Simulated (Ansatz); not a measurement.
# KSn4O: the cost of one run

Method: DFT PBE, scalar-relativistic, plane waves, PAW, in Ansatz 0.2.0.

## Step 1: The structure to begin with

It takes space group P6/mmm (No. 191, hexagonal). Conventional cell: a = 4.226 Å, b = 4.226 Å, c = 9.270 Å, α = 90.00°, β = 90.00°, γ = 120.00°. K (site symmetry 6/mmm) has 12 Sn at 3.47 Å as nearest neighbours. Sn (site symmetry 3m) has 3 Sn at 2.44 Å and 3 O at 3.26 Å as nearest neighbours. O (site symmetry 6/mmm) is surrounded by 12 Sn at 3.26 Å.

Coordinates:

```cif
data_structure
_symmetry_space_group_name_H-M 'P 1'
_symmetry_Int_Tables_number 1
_cell_length_a 4.2256
_cell_length_b 4.2256
_cell_length_c 9.2701
_cell_angle_alpha 90.000
_cell_angle_beta 90.000
_cell_angle_gamma 120.000
_cell_volume 143.34
loop_
_atom_site_label
_atom_site_type_symbol
_atom_site_fract_x
_atom_site_fract_y
_atom_site_fract_z
_atom_site_occupancy
K1 K 0.00000 0.00000 0.50000 1
Sn1 Sn 0.33333 0.66667 0.76643 1
Sn2 Sn 0.33333 0.66667 0.23357 1
Sn3 Sn 0.66667 0.33333 0.76643 1
Sn4 Sn 0.66667 0.33333 0.23357 1
O1 O 0.00000 0.00000 0.00000 1
```

A structure generator made this guess: species swapped into a database cell of ZrTiB4 (P6/mmm, No. 191), with K on the Zr sites, O on the Ti sites and Sn on the B sites. Its size is a rough estimate.

## Step 2: The guess as it stands, on a coarse mesh

input.yaml reads:

```yaml
crystal:
  lattice:
    - [4.22555273, 0.0, 0.0]
    - [-2.11277636, 3.65943601, 0.0]
    - [0.0, 0.0, 9.27005615]
  atoms:
    - { symbol: K, position: [0.0, 0.0, 0.5] }
    - { symbol: Sn, position: [0.33333333, 0.66666667, 0.76642942] }
    - { symbol: Sn, position: [0.33333333, 0.66666667, 0.23357058] }
    - { symbol: Sn, position: [0.66666667, 0.33333333, 0.76642942] }
    - { symbol: Sn, position: [0.66666667, 0.33333333, 0.23357058] }
    - { symbol: O, position: [0.0, 0.0, 0.0] }
basis:
  ecutwfc: 420
kpoints:
  mp_grid: { grid: [6, 6, 2] }
hamiltonian:
  xc: pbe
scf:
  occupations: { method: gaussian, width: 0.1 }
  lower_state_search: "off"
output:
  forces: true
  stress: true
  eigenvalues: true
```

Launch:

```sh
$ ansatz run input.yaml --threads 1 --pin off --max-ram 2560MiB --backend cpu --events-out ev --progress --plain --runs-dir out
```

What time and memory should one allow on 1 thread of Arm Neoverse V2, shared host?

About 5.1 s, with a peak of 0.4 GiB.
